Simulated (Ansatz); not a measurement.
# ClGeH5OSi: vertical spin-state energies from a Python script

A script is to give vertical spin-state energies; the system is ClGeH5OSi. SMILES: O[SiH](Cl)[GeH3].

Computed with the Python package of Ansatz 0.2.0. Level of theory: B3LYP/cc-pVDZ.

## (1) The system

Bond lengths: O1–Si2 1.703 Å, Si2–Cl3 2.077 Å, Si2–Ge4 2.356 Å, O1–H5 0.932 Å, Si2–H6 1.476 Å, Ge4–H7 1.575 Å, Ge4–H8 1.531 Å, Ge4–H9 1.475 Å. Angles: O1–Si2–Cl3 109.6°, O1–Si2–Ge4 108.8°, O1–Si2–H6 111.6°, Cl3–Si2–Ge4 108.6°, Cl3–Si2–H6 108.2°, Ge4–Si2–H6 110.0°, Si2–O1–H5 107.6°, Si2–Ge4–H7 106.5°, Si2–Ge4–H8 108.7°, Si2–Ge4–H9 109.2°, H7–Ge4–H8 109.3°, H7–Ge4–H9 111.7°, H8–Ge4–H9 111.3°.

No structure file is read: the coordinates are typed or built in the script.

## (2) Script

clgeh5osi.py

```python
import ansatz as az

GEOMETRY = """
O    -1.80530    0.13470    0.99070
Si   -0.61450    0.81000   -0.02180
Cl    0.35030    2.35790    0.97250
Ge    0.97120   -0.85340   -0.54090
H    -1.37880   -0.17660    1.75820
H    -1.20040    1.35360   -1.26280
H     0.18910   -2.00220   -1.28300
H     1.55370   -1.40010    0.76540
H     2.02320   -0.27020   -1.39540
"""

clgeh5osi = az.Crystal.molecule()
for line in GEOMETRY.strip().splitlines():
    symbol, *xyz = line.split()
    clgeh5osi = clgeh5osi.atom(symbol, [float(v) for v in xyz])

job = (
    clgeh5osi.calculation()
    .basis(gaussian="cc-pVDZ")
    .functional("B3LYP")
)
found = {}
for unpaired in [0, 2, 4]:
    summary = job.spin("collinear", total=unpaired).run().report
    s = unpaired / 2
    found[unpaired] = summary["free_energy_ev"]
    print(f"2S+1 = {unpaired + 1}: E = {found[unpaired]:.5f} eV, <S^2> = {abs(summary['mean_field']['state']['spin_squared']):.3f} (pure state {s * (s + 1):.2f})")
lowest = min(found, key=found.get)
for unpaired, e in found.items():
    print(f"multiplicity {unpaired + 1}: {(e - found[lowest]):.3f} eV above the lowest")
```

## (3) Launch

On the command line:

```bash
> python clgeh5osi.py
```

Standard output:

```text
2S+1 = 1: E = -79050.61261 eV, <S^2> = 0.000 (pure state 0.00)
2S+1 = 3: E = -79044.62743 eV, <S^2> = 2.003 (pure state 2.00)
2S+1 = 5: E = -79037.59695 eV, <S^2> = 6.009 (pure state 6.00)
multiplicity 1: 0.000 eV above the lowest
multiplicity 3: 5.985 eV above the lowest
multiplicity 5: 13.016 eV above the lowest
```

Wall time 41 s (1 thread of Intel Xeon Platinum 8488C (Sapphire Rapids), shared host); peak memory 0.45 GiB.

Lines on the test bed's own set-up are left out of the output.

## (4) The runs side by side

From the records of these 3 runs:

```csv
run,2S+1,energy from run 1 (eV),<S²>,SCF cycles,CPU time (s)
1,1,0.0000,0.00,16,5.4
2,3,5.9852,2.00,78,21
3,5,13.0157,6.01,60,14
```

## (5) What came out

```
        quantity             value
   runs compared                 3
          lowest  run 1 (2S+1 = 1)
next above it by          5.985 eV
```

In order: multiplicity 1 (+0.00 eV), multiplicity 3 (+5.99 eV) and multiplicity 5 (+13.02 eV), all at the one geometry. Caveats:
- The geometry is a force-field or estimated start, not a minimum of this method, and the basis set is short of its limit. All parts are taken at fixed geometry, without zero-point energy.
- b3lyp holds the VWN-RPA fit, as in Gaussian; the form of ORCA and Turbomole is b3lyp5.
